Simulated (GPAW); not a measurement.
Ba2Tl5V3O12:

```
Ba V Tl O
1.0
     4.23698    2.44622    6.12840
    -4.23698    2.44622    6.12840
     0.00000   -4.89244    6.12840
Ba V Tl O
2 3 5 12
Direct
  0.50000 0.50000 0.50000
  0.00000 0.00000 0.00000
  0.50000 0.50000 0.00000
  0.00000 0.50000 0.50000
  0.50000 0.00000 0.50000
  0.00000 0.00000 0.50000
  0.50000 0.00000 0.00000
  0.00000 0.50000 0.00000
  0.74045 0.74045 0.74045
  0.25955 0.25955 0.25955
  0.71652 0.08089 0.41242
  0.41242 0.71652 0.08089
  0.08089 0.41242 0.71652
  0.58758 0.91911 0.28348
  0.91911 0.28348 0.58758
  0.28348 0.58758 0.91911
  0.28348 0.91911 0.58758
  0.58758 0.28348 0.91911
  0.91911 0.58758 0.28348
  0.41242 0.08089 0.71652
  0.08089 0.71652 0.41242
  0.71652 0.41242 0.08089
```

The cell was built by a generator and needn't be a form met in nature.

Base run:

```yaml
Program: GPAW 26.7.0
Functional: PBE
Potentials_or_basis: GPAW PAW data sets (gpaw-data 1.2.1)
Cutoff: 800 eV
Basis: pw
k_mesh: 3 × 3 × 3
Occupations: fermi-dirac, width 0.05 eV
Spin: collinear spin, ferromagnetic start
Starting_moments: "[0.0, 0.0, 2.0, 2.0, 2.0, 0.0, 0.0, 0.0, 0.0, 0.0, 0.0, 0.0, 0.0, 0.0, 0.0, 0.0, 0.0, 0.0, 0.0, 0.0, 0.0, 0.0] μB"
Hubbard_terms: V d U = 3 eV
```

Its results: pressure 1.5 GPa; net moment 1.29 μB per cell; site moments Ba -0.00; V +0.62; Tl -0.01; O -0.04 μB; largest force 0.665 eV/Å.

Question: The run is repeated on the same cell with these changes: hubbard terms from V d U = 3 eV to none. What comes out?

Answer: Pressure 0.4 GPa; net moment 1.17 μB per cell; site moments Ba +0.00, -0.00; V +0.34; Tl +0.00, +0.02; O -0.01 μB; largest force 0.283 eV/Å.
